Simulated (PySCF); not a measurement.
# AsGaGeH8O: geometry, electronic excitations

Wanted: the electronic excitations of AsGaGeH8O (`[H][As@OH27+]([H])([H])[GaH2-][O][GeH3]`), by calculation.

Programs: PySCF 2.14.0, with density-fitted response routines of our own. Each step states its level of theory. These are calculated values for one molecule in the gas phase, unless marked as measured. Atoms count from 0, in the outputs and in this text.

## 1. The molecule as given

12 atoms, charge 0, multiplicity 1; geometry from: GFN2-xTB. The atoms were then displaced at random by about 0.01 Å, so the start is not that level's minimum.

Bonds of the start (Å): Ge0–O1 1.70, O1–Ga2 1.74, Ga2–As3 2.80, Ge0–H4 1.51, Ge0–H5 1.52, Ge0–H6 1.52, Ga2–H7 1.54, Ga2–H8 1.57, As3–H9 1.50, As3–H10 1.49, As3–H11 1.49.

## 2. Relaxing the molecule at PBE0-D3(BJ)/def2-SVP

The job: settings as JSON, then the geometry in Å.

```
{"job": {"xc": "PBE0", "basis": "def2-SVP", "d3": "d3bj", "grid": 1, "shake": 0.01, "kind": "geom"}, "charge": 0, "multiplicity": 1}
Ge    -2.138760     0.682360     0.181410
O     -0.830480    -0.404170     0.258570
Ga     0.270390    -1.743160     0.418360
As     2.216230     0.215280    -0.059360
H     -3.376410     0.016070     0.726010
H     -1.775710     1.915630     0.993970
H     -2.331690     1.070300    -1.270500
H      0.485240    -2.618430    -0.834140
H      0.593860    -2.190420     1.889830
H      1.715770     1.448560     0.639650
H      1.675600     0.723700    -1.352630
H      3.535660     0.856020    -0.306030
```

On the command line:

```sh
> OMP_NUM_THREADS=1 python probes_run.py task.json out
```

One launch serves the whole session: the jobs run in the order shown.

**Question.** This job is followed by: TDDFT PBE0/def2-TZVPD, vertical, gas phase, core orbitals frozen in the response. Predict these results of the whole session: point group; rotational constants (main isotopes); lowest singlet (PBE0/def2-TZVPD); brightest single state of those computed; lowest triplet.

The runs gave:

```
                                quantity                        value
                             point group                           C1
    rotational constants (main isotopes)         2.53, 0.58, 0.48 GHz
        lowest singlet (PBE0/def2-TZVPD)  5.63 eV (220 nm), f = 0.002
brightest single state of those computed  state 6, 6.38 eV, f = 0.203
                          lowest triplet                      5.36 eV
```

What this shows: Over 21 steps the energy fell by 0.304 eV; of the close pairs, Ga2–As3 changed most, 2.802 to 2.653 Å. The lowest singlet, at 5.63 eV, is HOMO→LUMO 0.70, HOMO→LUMO+1 0.22 and is weak; of the 10 states computed, the strongest absorption comes from state 6 at 6.38 eV. The lowest triplet lies 0.27 eV below the lowest singlet (triplets in Tamm-Dancoff, singlets in full TDDFT).
